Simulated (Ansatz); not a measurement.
# F₂H₆O₈Si₂Ti: one species, many methods

The task here is to estimate one member of a computed series from the others.

Program: Ansatz 0.2.0, Gaussian basis. Level of theory: functionals in def2-TZVPP, the program's frozen cores in correlated methods. These are calculated values, not measurements.

Levels to be run: LDA (SPW92), PBE-D4, revPBE-D4, BLYP-D4, r2SCAN-D4, B97M-V, PBE0-D4, B3LYP-D4, r2SCANh-D4, r2SCAN0-D4, HSE06-D4, BHLYP-D4, CAM-B3LYP-D4, LC-ωPBE, ωB97X-V, ωB97M-V, B2PLYP, PBE-QIDH; CCSD(T)/def2-SVP; CCSD(T)/def2-TZVPP; MP2/def2-QZVPP; extrapolation to the limit; RPA on PBE.

1 further run of the same task is left out (for a known fault of the program).

**The relaxed structure**

All runs share one geometry, relaxed beforehand with PBE0-D4 in a triple-zeta def2 set.

SMILES `O[Si](O)(O)[O][Ti]([F])([F])[O][Si](O)(O)O`, 19 atoms, charge 0, spin multiplicity 1.

Atoms are counted from 1 here; the program's logs count them from 0.

Bond lengths: O1–Si2 1.628 Å, O1–H14 0.958 Å, Si2–O3 1.631 Å, Si2–O4 1.622 Å, Si2–O5 1.636 Å, O3–H15 0.969 Å, O4–H16 0.958 Å, O5–Ti6 1.779 Å, Ti6–F7 1.756 Å, Ti6–F8 1.757 Å, Ti6–O9 1.775 Å, O9–Si10 1.634 Å, Si10–O11 1.621 Å, Si10–O12 1.623 Å, Si10–O13 1.645 Å, O11–H17 0.958 Å, O12–H18 0.965 Å, O13–H19 0.959 Å. Angles: Si2–O1–H14 118.0°, O1–Si2–O3 107.0°, O1–Si2–O4 114.6°, O1–Si2–O5 110.0°, O3–Si2–O4 108.7°, O3–Si2–O5 111.3°, O4–Si2–O5 105.3°, Si2–O3–H15 116.8°, Si2–O4–H16 117.7°, Si2–O5–Ti6 148.0°, O5–Ti6–F7 110.4°, O5–Ti6–F8 109.4°, O5–Ti6–O9 106.5°, F7–Ti6–F8 109.9°, F7–Ti6–O9 110.1°, F8–Ti6–O9 110.4°, Ti6–O9–Si10 153.4°, O9–Si10–O11 112.2° and more.

The first run:

Input file in.yaml:

```yaml
crystal:
  periodic: [false, false, false]
  atoms:
    - {symbol: O, position_ang: [0.016347, 1.079277, -3.037180]}
    - {symbol: Si, position_ang: [-0.799330, 1.056978, -1.628611]}
    - {symbol: O, position_ang: [-1.030896, -0.509668, -1.237517]}
    - {symbol: O, position_ang: [-2.240522, 1.800727, -1.672366]}
    - {symbol: O, position_ang: [0.055708, 1.838113, -0.473733]}
    - {symbol: Ti, position_ang: [0.936728, 1.751823, 1.069768]}
    - {symbol: F, position_ang: [0.180993, 2.792085, 2.265562]}
    - {symbol: F, position_ang: [2.605554, 2.241604, 0.818820]}
    - {symbol: O, position_ang: [0.860835, 0.059954, 1.599975]}
    - {symbol: Si, position_ang: [0.480121, -1.516976, 1.403940]}
    - {symbol: O, position_ang: [1.159391, -2.455980, 2.537305]}
    - {symbol: O, position_ang: [-1.128869, -1.723364, 1.453805]}
    - {symbol: O, position_ang: [1.124889, -1.921564, -0.053928]}
    - {symbol: H, position_ang: [0.415017, 1.905518, -3.313586]}
    - {symbol: H, position_ang: [-0.251784, -1.084645, -1.260530]}
    - {symbol: H, position_ang: [-2.886752, 1.482823, -2.304112]}
    - {symbol: H, position_ang: [0.644415, -2.652188, 3.321088]}
    - {symbol: H, position_ang: [-1.607214, -1.321340, 0.718796]}
    - {symbol: H, position_ang: [1.423467, -2.827675, -0.151096]}
basis:
  gaussian: {orbitals: def2-TZVPP}
hamiltonian: {xc: lda}
output: {orbitals: {seedname: orbitals}}
```

On the command line:

```sh
$ ansatz run in.yaml --threads 11 --pin off --events-out ev --progress --plain --max-ram 174080MiB --backend cuda --devices 0, --max-vram 75GiB
```

Among the steps run: LDA; PBE-D4 (GGA); revPBE-D4 (GGA); BLYP-D4 (GGA); r2SCAN-D4 (meta-GGA); B97M-V (meta-GGA); B3LYP-D4 (hybrid); r2SCANh-D4 (hybrid); r2SCAN0-D4 (hybrid); HSE06-D4 (hybrid); BHLYP-D4 (hybrid); CAM-B3LYP-D4 (range-separated); LC-ωPBE (range-separated); ωB97X-V (range-separated); ωB97M-V (range-separated); B2PLYP (double hybrid); PBE-QIDH (double hybrid).

One of the session's tables, all rows but one given; the rest of the session is left out.

It belongs to the step «Frontier levels by functional». 

| functional | HOMO (eV) | LUMO (eV) | gap (eV) |
| --- | --- | --- | --- |
| LDA (SPW92) | -7.81 | -3.31 | 4.49 |
| PBE-D4 | -7.56 | -3.00 | 4.56 |
| revPBE-D4 | -7.47 | -2.89 | 4.58 |
| BLYP-D4 | -7.47 | -2.93 | 4.54 |
| r2SCAN-D4 | -7.97 | -2.97 | 5.01 |
| B97M-V | -8.05 | -2.96 | 5.09 |
| PBE0-D4 | -9.32 | -2.08 | 7.24 |
| B3LYP-D4 | -9.05 | -2.39 | 6.66 |
| r2SCANh-D4 | -8.63 | -2.61 | 6.02 |
| r2SCAN0-D4 | -9.62 | -2.04 | 7.58 |
| HSE06-D4 | -8.91 | -2.47 | 6.44 |
| BHLYP-D4 | -11.03 | -0.98 | 10.06 |
| CAM-B3LYP-D4 | -10.84 | -0.99 | 9.85 |
| LC-ωPBE | -12.19 | 0.23 | 12.42 |
| ωB97X-V | ? | ? | ? |
| ωB97M-V | -11.77 | 0.20 | 11.98 |

Estimate the missing values for ωB97X-V.

**Answer.** HOMO (eV): -11.84; LUMO (eV): 0.21; gap (eV): 12.05. In the column «HOMO (eV)» it lies between LC-ωPBE (-12.19) and ωB97M-V (-11.77).
